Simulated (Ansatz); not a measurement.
# CoAu4 (R-3m) in Ansatz: reference runs

Reference runs on CoAu4: the cell as given.

Program: Ansatz 0.2.0. These are calculated values, not measurements. Logs are shortened: lines on timing, memory, paths and dates and some standing lists are left out, and cuts for length are marked.

## 1. Starting point

Symmetry: R-3m, No. 166, trigonal system. Conventional cell: a = 2.906 Å, b = 2.906 Å, c = 34.998 Å, α = 90.00°, β = 90.00°, γ = 120.00°. Around Au (site symmetry 3m) lie 3 Co at 2.69 Å and 9 Au at 2.91 to 3.00 Å. Au (site symmetry 3m) is surrounded by 12 Au at 2.91 to 3.00 Å. Co (site symmetry -3m) has 6 Au at 2.69 Å and 6 Co at 2.91 Å as nearest neighbours.

The cell comes from a database or a generator and needn't be the stable form of this composition.

## 2. Single point, PBE, collinear spin, ferromagnetic start

Contents of input.yaml:

```yaml
crystal:
  lattice:
    - [1.4527740273, 0.8387594757, 11.6660546018]
    - [-1.4527740273, 0.8387594757, 11.6660546018]
    - [0.0, -1.6775189515, 11.6660546018]
  atoms:
    - { symbol: Au, position: [0.606668, 0.606668, 0.606668] }
    - { symbol: Au, position: [0.202283, 0.202283, 0.202283] }
    - { symbol: Au, position: [0.797717, 0.797717, 0.797717] }
    - { symbol: Au, position: [0.393332, 0.393332, 0.393332] }
    - { symbol: Co, position: [0.0, 0.0, 0.0], spin: 2.0 }
hamiltonian:
  xc: pbe
  pseudopotentials: { kind: paw }
magnetization:
  spin_polarized: true
kpoints:
  mp_grid: { grid: [11, 11, 11] }
scf:
  occupations: { method: fermi_dirac, width: 0.05 }
output:
  forces: true
  stress: true
  eigenvalues: true
  write_density: true
  write_potential: true
  elf: true
  volumetric_format: npy
```

Potentials or basis: Ansatz PAW.

On the command line:

```sh
$ ansatz run input.yaml --threads 2 --pin off --max-ram 5120MiB --backend cpu --events-out ev --progress --plain --runs-dir out
```

What it wrote:

```text
Warning: RAYON_NUM_THREADS=2 ignored (pool sized by the plan → 2); use --threads N
basis.fft_grid_basis auto: the FFT boxes are laid along the combinations [[1, -1, 0], [0, 1, 0], [0, -1, 1]] of the cell's own vectors, 2.906, 11.786 and 2.906 Å long. The dense box has 20×80×20 points. Along the cell's own vectors, as sized, it would have 80×80×80, 16.00 times as many. Of the 12 symmetry operations that the crystal satisfies within crystal.symmetry.tolerance (time reversal apart; of a slab, those that keep its plane) the dense box along the cell's own vectors carries 12, and the one as laid loses 8 of those. basis.fft_grid_basis: typed keeps the cell's own vectors: state it where this run's energies or levels are differenced outside the engine with another run's, or held beside a run that keeps those vectors. Those combinations have planes normal to reciprocal vector 3, as the cell's own vectors have. Each planar average written beside output.write_density, output.write_potential has a row for each plane of the box: 20. The volumetric files lie along those combinations, not along the cell's own vectors: a cube or XSF file states them, and fields.json those of NumPy files.
Engine: ansatz 0.2.0, aarch64-unknown-linux-gnu
Pseudopotentials: kind: paw
Pseudopotential: Au, paw, valence charge 19, recommended cutoff 420 eV (normal), Au.paw.azcp
Pseudopotential: Co, paw, valence charge 17, recommended cutoff 420 eV (normal), Co.paw.azcp
Functional definition: PBE
  parameter kappa = 0.804
  parameter beta = 0.06672455060314922
  exchange = pbe_x(kappa = kappa, mu = beta*pi^2/3)
  correlation = pbe_c(beta = beta)
Crystal: 5 atoms, lattice volume = 85.292 Å³
Basis set: ecut = 420 eV, 1653 PW (Γ), FFT grids on a1−a2, a2, −a2+a3, exchange–correlation on 40×160×40 points (8 copies of the dense FFT grid, shifted against one another)
Bands: 57, of which v1, the nominal top of the filled ones, is band 47 counted from 1 (46 counted from 0)
Symmetry: 12 space group operations
Space group: R-3m (ITA 166), of the structure as read, at distance tolerance 4.4e-5 Å
Magnetic group: BNS 166.97 (UNI 1327), of the structure as read, at distance tolerance 4.4e-5 Å
k-points: 146 of 1331
Non-local potential: Au, projectors of the file, l = 0: 3, l = 1: 2, l = 2: 2, l = 3: 1
Non-local potential: Co, projectors of the file, l = 0: 3, l = 1: 2, l = 2: 3, l = 3: 1
PAW form: soft (Blöchl's): semilocal exchange-correlation on the pseudo side does not see the compensation charge
PAW one-centre angular grid: Au, 590 points (default); XC on 64 Gauss nodes
PAW one-centre angular grid: Co, 590 points (default); XC on 64 Gauss nodes
Initial density: superposition of atomic densities (chi_scale 0.1, normalization cell, long waves of neutral atoms (reshape's long-wave potential 2.53 eV rms, cloud 2.62 Å wide))
Starting moments: Σ|m| = 2 μB on 1 of 5 sites
Initial wavefunctions: pseudopotential atomic-orbital guess
Functional: x = pbe(κ = 0.804, μ = 0.2195149727645171), c = pbe(β = 0.06672455060314922)
SCF iter   1: F=—  HF=-57726.345951 eV  |F-HF|=—  |Δ(HF+E_count)|=         —  Δρ=2.10e-1 (↑7.33e-2 ↓2.10e-1)  dr2=1.63e2  dr2_m=5.70e0  M=0.228 μB ∫|m|=0.299 μB  β_m=0.30  ethr=3.10e-3  ⟨swp⟩=6.3  Hψ=57673  notcnv=0  defer=51
Mixer restart at iter 1: flushing history
preconditioner: auto → Kerker (q_TF=auto, 2.768 Å⁻¹)  [metal: Δε(μ)=0.003 eV  Ē_g=8.788 eV  σ=0.050 eV  W_gap=0.01  n_scr=34 (ndim 8)  ℏωp=29.3 eV  f_vac=0.000  D(μ)=4.96/eV (n_scr^D=60)]
spin=Collinear: Kerker preconditioning applied to the charge; magnetization (m = ρ↑ − ρ↓) channel mixes plain (no charge-response kernel on spin).
SCF iter   2: F=—  HF=-57726.561531 eV  |F-HF|=—  |Δ(HF+E_count)|=   2.16e-1  Δρ=6.04e-2 (↑4.29e-2 ↓6.04e-2)  dr2=4.59e1  dr2_m=7.19e-1  M=0.717 μB ∫|m|=0.907 μB  β_m=0.36  ethr=3.10e-3  ⟨swp⟩=3.3  Hψ=37488  notcnv=0  defer=919
SCF iter   3: F=—  HF=-57724.003949 eV  |F-HF|=—  |Δ(HF+E_count)|=    2.56e0  Δρ=3.17e-2 (↑2.08e-2 ↓3.17e-2)  dr2=2.37e1  dr2_m=6.26e-2  M=0.850 μB ∫|m|=1.052 μB  β_m=0.39  ethr=3.10e-3  ⟨swp⟩=2.6  Hψ=27654  notcnv=0  defer=975
SCF iter   4: F=—  HF=-57722.274476 eV  |F-HF|=—  |Δ(HF+E_count)|=    1.73e0  Δρ=4.12e-2 (↑1.83e-2 ↓4.12e-2)  dr2=3.18e0  dr2_m=4.86e-1  M=1.344 μB ∫|m|=1.564 μB  β_m=0.43  ethr=3.10e-3  ⟨swp⟩=2.9  Hψ=24302  notcnv=0  defer=868
SCF iter   5: F=—  HF=-57722.605923 eV  |F-HF|=—  |Δ(HF+E_count)|=   3.31e-1  Δρ=4.15e-2 (↑1.01e-2 ↓4.15e-2)  dr2=8.87e-1  dr2_m=4.34e-1  M=1.688 μB ∫|m|=1.989 μB  β_m=0.78  ethr=3.10e-3  ⟨swp⟩=2.2  Hψ=22354  notcnv=0  defer=814
SCF iter   6: F=—  HF=-57722.805166 eV  |F-HF|=—  |Δ(HF+E_count)|=   1.99e-1  Δρ=9.72e-3 (↑9.72e-3 ↓9.44e-3)  dr2=2.10e-1  dr2_m=1.19e-3  M=1.775 μB ∫|m|=2.128 μB  β_m=0.89  ethr=9.54e-4  ⟨swp⟩=2.8  Hψ=33154  notcnv=0  defer=815
SCF iter   7: F=—  HF=-57722.830419 eV  |F-HF|=—  |Δ(HF+E_count)|=   2.53e-2  Δρ=8.57e-3 (↑2.15e-3 ↓8.57e-3)  dr2=1.59e-1  dr2_m=9.92e-3  M=1.748 μB ∫|m|=2.109 μB  β_m=0.87  ethr=2.25e-4  ⟨swp⟩=2.1  Hψ=34014  notcnv=0  defer=798
SCF iter   8: F=—  HF=-57722.825744 eV  |F-HF|=—  |Δ(HF+E_count)|=   4.68e-3  Δρ=2.65e-3 (↑4.47e-4 ↓2.65e-3)  dr2=1.42e-2  dr2_m=1.38e-3  M=1.779 μB ∫|m|=2.141 μB  β_m=0.89  ethr=1.71e-4  ⟨swp⟩=2.0  Hψ=18639  notcnv=0  defer=798
SCF iter   9: F=—  HF=-57722.825208 eV  |F-HF|=—  |Δ(HF+E_count)|=   5.36e-4  Δρ=6.18e-4 (↑3.34e-4 ↓6.18e-4)  dr2=1.59e-3  dr2_m=9.70e-5  M=1.791 μB ∫|m|=2.153 μB  β_m=0.94  ethr=1.53e-5  ⟨swp⟩=1.0  Hψ=19089  notcnv=0  defer=795
SCF iter  10: F=—  HF=-57722.825178 eV  |F-HF|=—  |Δ(HF+E_count)|=   2.95e-5  Δρ=1.94e-4 (↑9.01e-5 ↓1.94e-4)  dr2=2.48e-5  dr2_m=9.70e-6  M=1.796 μB ∫|m|=2.155 μB  β_m=0.97  ethr=1.71e-6  ⟨swp⟩=1.8  Hψ=17283  notcnv=0  defer=795
SCF iter  11: F=—  HF=-57722.825186 eV  |F-HF|=—  |Δ(HF+E_count)|=   8.38e-6  Δρ=1.59e-4 (↑5.00e-5 ↓1.59e-4)  dr2=4.34e-5  dr2_m=2.70e-6  M=1.796 μB ∫|m|=2.154 μB  β_m=0.97  ethr=2.67e-8  ⟨swp⟩=2.0  Hψ=29189  notcnv=0  defer=795
SCF iter  12: F=—  HF=-57722.825187 eV  |F-HF|=—  |Δ(HF+E_count)|=   4.59e-7  Δρ=5.14e-5 (↑1.63e-5 ↓5.14e-5)  dr2=4.00e-6  dr2_m=2.91e-7  M=1.796 μB ∫|m|=2.155 μB  β_m=0.99  ethr=2.67e-8  ⟨swp⟩=2.0  Hψ=29255  notcnv=0  defer=795
SCF iter  13: F=—  HF=-57722.825187 eV  |F-HF|=—  |Δ(HF+E_count)|=   3.82e-8  Δρ=4.77e-6 (↑3.74e-6 ↓4.77e-6)  dr2=7.63e-8  dr2_m=1.53e-9  M=1.796 μB ∫|m|=2.154 μB  β_m=0.94  ethr=4.30e-9  ⟨swp⟩=2.0  Hψ=18457  notcnv=0  defer=795
SCF iter  14: F=—  HF=-57722.825187 eV  |F-HF|=—  |Δ(HF+E_count)|=  8.73e-11  Δρ=1.21e-5 (↑6.05e-6 ↓1.21e-5)  dr2=2.57e-7  dr2_m=7.96e-9  M=1.796 μB ∫|m|=2.155 μB  β_m=0.94  ethr=8.21e-11  ⟨swp⟩=2.0  Hψ=29369  notcnv=0  defer=795
SCF iter  15: F=—  HF=-57722.825187 eV  |F-HF|=—  |Δ(HF+E_count)|=   1.64e-8  Δρ=1.55e-6 (↑5.19e-7 ↓1.55e-6)  dr2=3.71e-9  dr2_m=5.02e-10  M=1.796 μB ∫|m|=2.154 μB  β_m=0.91  ethr=8.21e-11  ⟨swp⟩=2.0  Hψ=29332  notcnv=0  defer=795
SCF iter  16: F=-57722.825187 eV  HF=-57722.825187 eV  |F-HF|=1.16e-9  |Δ(HF+E_count)|=  1.16e-10  Δρ=8.39e-7 (↑2.38e-7 ↓8.39e-7)  dr2=1.39e-9  dr2_m=9.09e-11  M=1.796 μB ∫|m|=2.154 μB  ethr=3.99e-12  ⟨swp⟩=12.6  Hψ=100254  notcnv=0
SCF 1 converged in 16 iterations: F = -57722.825187 eV  dr2 = 1.39e-9
SCF converged after 16 iterations
Magnetization: 1.7963 μB (47.3981 up, 45.6019 down)
Absolute magnetization: 2.1584 μB (∫|ρ↑−ρ↓|, with the PAW one-centre terms)
Spin contamination: 0.1666 ħ² per cell (⟨S²⟩ above its minimum at these occupations)
Per-site moments (μB) at R_I (Å): [(0.010341694095214144, 1.1086516823938297), (-0.009474946926740802, 1.1985385725224864), (-0.009474946926740646, 1.1985385725224864), (0.010341694095214056, 1.1086516823938297), (1.9065979347521773, 1.1086516823938297)]
Free energy (F): -57722.825187 eV
Harris-Foulkes:  -57722.825187 eV  (|F-HF|=1.16e-9)
Internal energy: -57722.796508 eV  (E = F + TS)
E sigma→0 (E₀):  -57722.810847 eV
Entropy (-TS):   -0.028679 eV (-5.736 meV/atom)
Fermi energy:    18.526006 eV
--- Per-component energies (eV) ---
  E_band       = -1220.478978
  E_kinetic    = 2863.664935
  E_local      = -10490.053017  (includes V_loc(G=0)·N_el)
  E_nonlocal   = 756.505217
  E_hartree    = 4444.415077
  E_xc         = -1067.486082
  E_vxc        = -1301.288485  (∫ρ·V_xc dr)
  E_paw        = -40344.077079  (= ΣΔE_a)
  E_vpaw       = -1938.142220  (= ΣTr[D̂ρ^β])
  E_aug_tail   = 0.005704  (compensation charges beyond the density's cutoff)
  E_ewald      = -13885.771263
  E_smearing   = -0.028679  (= −TS)
  E_closure    = -0.000000  (closes the sum)
  Σ components = -57722.825187   (vs F -57722.825187, Δ=0.00e0)
--- Forces (eV/Å), atoms counted from 1 ---
  atom   1  Au     0.00000000     0.00000000    -0.04991703
  atom   2  Au     0.00000000     0.00000000    -0.02040081
  atom   3  Au     0.00000000    -0.00000000     0.02040081
  atom   4  Au     0.00000000    -0.00000000     0.04991703
  atom   5  Co     0.00000000    -0.00000000    -0.00000000
  max |Σ_I F_I| component: 6.94e-18 eV/Å
--- Stress (GPa, compression-positive) ---
       -2.481889       0.000000       0.000000
        0.000000      -2.481889      -0.000000
        0.000000      -0.000000      -1.415524
  P = ⅓ Tr σ = -2.1264 GPa (-21.264 kbar)
--- Band table (eV; the first three rows and the last of 292) ---
  k-point 0 ↑: bands = ["-86.9551", "-86.9551", "-86.6894", "-86.6863", "-77.4937", "-40.8363", "-40.7162", "-40.7162", "-38.4345", "-38.4302", "-38.3093", "-38.3093", "-38.3091", "-38.3091", "-38.1615", "-38.0923", "-38.0728", "-38.0728", "-38.0634", "-38.0634", "9.3166", "10.2817", "10.6802", "11.5331", "12.5259", "13.7495", "13.8681", "14.0169", "14.0169", "14.1089", "14.1089", "14.3051", "14.3051", "14.3111", "14.3111", "15.1271", "15.1271", "15.4366", "15.4366", "15.6632", "15.6632", "15.7501", "16.3000", "16.3000", "16.4630", "16.4992", "16.4992", "16.5720", "16.9262", "16.9262", "23.4365", "24.7183", "31.5170", "31.5471", "33.0827", "33.3196", "33.9655"]
  k-point 1 ↑: bands = ["-86.9545", "-86.9545", "-86.6887", "-86.6857", "-77.4934", "-40.8358", "-40.7195", "-40.7170", "-38.4327", "-38.4289", "-38.3216", "-38.3216", "-38.3124", "-38.3122", "-38.1594", "-38.0945", "-38.0827", "-38.0762", "-38.0754", "-38.0663", "9.5675", "10.5208", "10.9198", "11.7544", "12.6375", "13.6667", "13.7987", "13.9322", "14.0251", "14.1588", "14.2372", "14.2645", "14.2672", "14.4387", "14.4561", "14.9721", "15.1228", "15.1285", "15.2935", "15.3116", "15.6119", "15.7586", "16.0965", "16.1642", "16.2404", "16.4876", "16.5492", "16.9570", "17.5715", "17.6113", "23.5651", "24.8699", "31.5463", "31.9060", "32.8560", "33.3023", "33.5996"]
  k-point 2 ↑: bands = ["-86.9530", "-86.9530", "-86.6871", "-86.6844", "-77.4926", "-40.8345", "-40.7285", "-40.7193", "-38.4278", "-38.4252", "-38.3549", "-38.3545", "-38.3208", "-38.3206", "-38.1545", "-38.1203", "-38.1064", "-38.0897", "-38.0852", "-38.0740", "10.2744", "11.1456", "11.5385", "12.2957", "12.8744", "13.4192", "13.6764", "13.7599", "13.8449", "14.0207", "14.2386", "14.3611", "14.5052", "14.6823", "14.6922", "14.7498", "14.8321", "15.0340", "15.1557", "15.3330", "15.4082", "15.7998", "16.1434", "16.1719", "16.2429", "16.6027", "16.6810", "17.0094", "18.4169", "18.8656", "23.9123", "25.4047", "29.8696", "30.8917", "31.8917", "32.0153", "32.7078"]
  k-point 145 ↓: bands = ["-86.9409", "-86.9409", "-86.6906", "-86.6876", "-75.2635", "-38.6561", "-38.5515", "-38.5474", "-38.4020", "-38.3772", "-38.3098", "-38.3091", "-38.3014", "-38.2998", "-38.1595", "-38.0956", "-38.0849", "-38.0788", "-38.0780", "-38.0689", "9.8028", "9.9341", "11.3390", "11.6821", "12.7344", "13.7917", "13.9763", "13.9942", "14.0719", "14.1357", "14.2107", "14.2663", "14.2726", "14.3679", "14.4276", "14.4575", "15.1133", "15.2154", "15.4161", "15.4479", "15.7817", "15.8863", "16.1830", "16.2782", "17.4748", "18.0179", "18.2159", "18.3562", "18.9455", "19.4873", "21.8844", "27.7083", "28.5673", "32.8882", "33.1242", "33.3629", "33.9298"]
```

Wall time 86 s (2 threads of Arm Neoverse V1, shared host); peak memory 1.1 GiB.

What came out:

```
Free energy            : -57722.8252 eV
Pressure               : -2.1 GPa
Largest force          : 0.050 eV/Å
Band gap on the k mesh : none (metal or under the smearing width)
Net moment             : 1.80 μB per cell
Absolute moment        : 2.16 μB per cell
Site moments           : Au +0.01, -0.01; Co +1.91 μB
```

Forces in eV/Å, atoms in the order of the input:
```
Au   0.000  0.000 -0.050
Au   0.000  0.000 -0.020
Au   0.000  0.000  0.020
Au   0.000  0.000  0.050
Co   0.000  0.000  0.000
```

Stress tensor (GPa, compression positive):
```
-2.48  0.00  0.00
 0.00 -2.48  0.00
 0.00  0.00 -1.42
```

Spin-orbit coupling is left out, which matters for the levels of Au.
